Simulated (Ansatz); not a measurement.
# BCl3H2O: the cost of one run

All numbers below are computed with Ansatz 0.2.0 (RKS BHLYP-D4/def2-SVP).

## 1. The system as given

Bond lengths: B1–O2 1.749 Å, B1–Cl3 1.714 Å, B1–Cl4 1.728 Å, B1–Cl6 2.172 Å, O2–H7 0.963 Å. Angles: B1–O2–H7 109.9°, O2–B1–Cl3 109.9°, O2–B1–Cl4 109.8°, O2–B1–Cl6 86.0°, Cl3–B1–Cl4 123.7°, Cl3–B1–Cl6 110.8°, Cl4–B1–Cl6 110.3°.

Coordinates:

```xyz
7

B    -0.2099    0.5201   -0.4396
O     0.3307   -0.1019    1.1026
Cl    0.6908    1.9185   -0.8533
Cl   -1.9325    0.4262   -0.5380
H     0.8490   -1.0510    0.4339
Cl    0.6907   -1.2595   -1.3007
H    -0.4188   -0.4525    1.5950
```

## 2. A restrained relaxation towards end A

Springs on the bonds that form and break draw the guess towards this end; the thresholds are loose.

The input, input.yaml:

```yaml
crystal:
  periodic: [false, false, false]
  atoms:
    - { symbol: B, position_ang: [-0.2099, 0.5201, -0.4396] }
    - { symbol: O, position_ang: [0.3307, -0.1019, 1.1026] }
    - { symbol: Cl, position_ang: [0.6908, 1.9185, -0.8533] }
    - { symbol: Cl, position_ang: [-1.9325, 0.4262, -0.538] }
    - { symbol: H, position_ang: [0.849, -1.051, 0.4339] }
    - { symbol: Cl, position_ang: [0.6907, -1.2595, -1.3007] }
    - { symbol: H, position_ang: [-0.4188, -0.4525, 1.595] }
basis:
  gaussian: { orbitals: def2-SVP }
hamiltonian:
  xc: { name: BHLYP }
  dispersion: d4
relax:
  f_tol: 0.15
  max_steps: 25
  restrain:
    - { distance: [0, 5], at: 3.16, k: 30.0 }
    - { distance: [4, 1], at: 2.27, k: 30.0 }
    - { distance: [0, 1], at: 1.5, k: 30.0 }
    - { distance: [4, 5], at: 1.33, k: 30.0 }
```

The run is started by

```
$ ansatz run input.yaml --threads 2 --pin off --max-ram 3072MiB --backend cpu --events-out ev --progress --plain --runs-dir out
```

What time and memory should one allow on 2 threads of Arm Neoverse V2, shared host?

About 14 s, with a peak of 0.2 GiB.
